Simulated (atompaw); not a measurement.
**Pt: generating and testing a PAW (atompaw) potential**

Do these settings give a usable potential? It is generated, then checked for scattering, ghosts and hardness.

Method: atompaw 4.2.0.5, PBE, scalar-relativistic.

**1. The atom and the settings**

Typed settings, in words:

| Item | Value |
| --- | --- |
| element | platinum (Pt, Z = 78) |
| type | PAW |
| frozen core | [Xe] 4f14 |
| valence charge | 10 |
| reference configuration | 5d9 6s0.5 6p0.5 |
| partial waves | 6s (bound): rc 3.00 bohr; 6s channel at 0.15 Ry: rc 2.60 bohr; 6p (bound): rc 3.00 bohr; 6p channel at 0.55 Ry: rc 3.00 bohr; 5d (bound): rc 2.45 bohr; 5d channel at 3.85 Ry: rc 3.00 bohr |
| local potential | troulliermartins scheme with l = 3 at 1 Ry, radius 2.00 bohr |
| core correction | smooth core density matched at 1.75 bohr |
| augmentation charge | sinc compensation charge, radius 2.40 bohr; PAW radius 3.00 bohr; waves and projectors: custom polynom vanderbiltortho |

**2. Generation**

Pt.input reads:

```
Pt 78
GGA-PBE scalarrelativistic loggrid 2001 logderivrange -3 5 201
6 6 5 4 0 0
6 0 0.5
6 1 0.5
5 2 9
0 0 0
c
c
c
c
c
v
c
c
c
c
v
c
c
v
c
2
3.00 2.40 2.00 1.75
y
0.15
n
y
0.55
n
y
3.85
n
custom polynom vanderbiltortho sinc
3 1 troulliermartins
3.00
2.60
3.00
3.00
2.45
3.00
PWSCFOUT
UPFDX 0.0125d0 UPFXMIN -7.d0 UPFZMESH 78.d0
END
```

Launch:

```console
$ atompaw < Pt.input > Pt.log
```

Before running it: what results should come out? Wanted: cutoffs for 10 and 1 mRy, occupied levels; bound ghosts; largest phase difference near zero energy, channels read; lowest eigenvalue of the overlap; share of valence orbitals outside the PAW sphere; UPF file.

**Answer**, as computed:

| quantity | value |
| --- | --- |
| cutoffs for 10 and 1 mRy, occupied levels | 25 Ry and 30 Ry |
| bound ghosts | s at -1916.91 eV, p at -86.08 eV |
| largest phase difference near zero energy, channels read | 0.061 rad |
| lowest eigenvalue of the overlap (Bessel basis) | 0.003 (s) |
| share of valence orbitals outside the PAW sphere | 6s 39 %, 6p 81 %, 5d 6 % |
| UPF file | written |

**Reading.** A bound ghost (s, p) makes it unfit for use: electrons can fall into a state that the atom doesn't have. The overlap operator is nearly singular (0.003). By its cutoff, 25 Ry for the looser tolerance, it is soft on the atom at that tolerance. The slowest occupied level is 5d: taken alone it needs 25 Ry to come within 1 mRy, against 6 Ry or less for 6s. Of the channels read, d scatters worst near zero energy, by up to 0.06 rad. These are tests on the free atom; a crystal test is still owed.
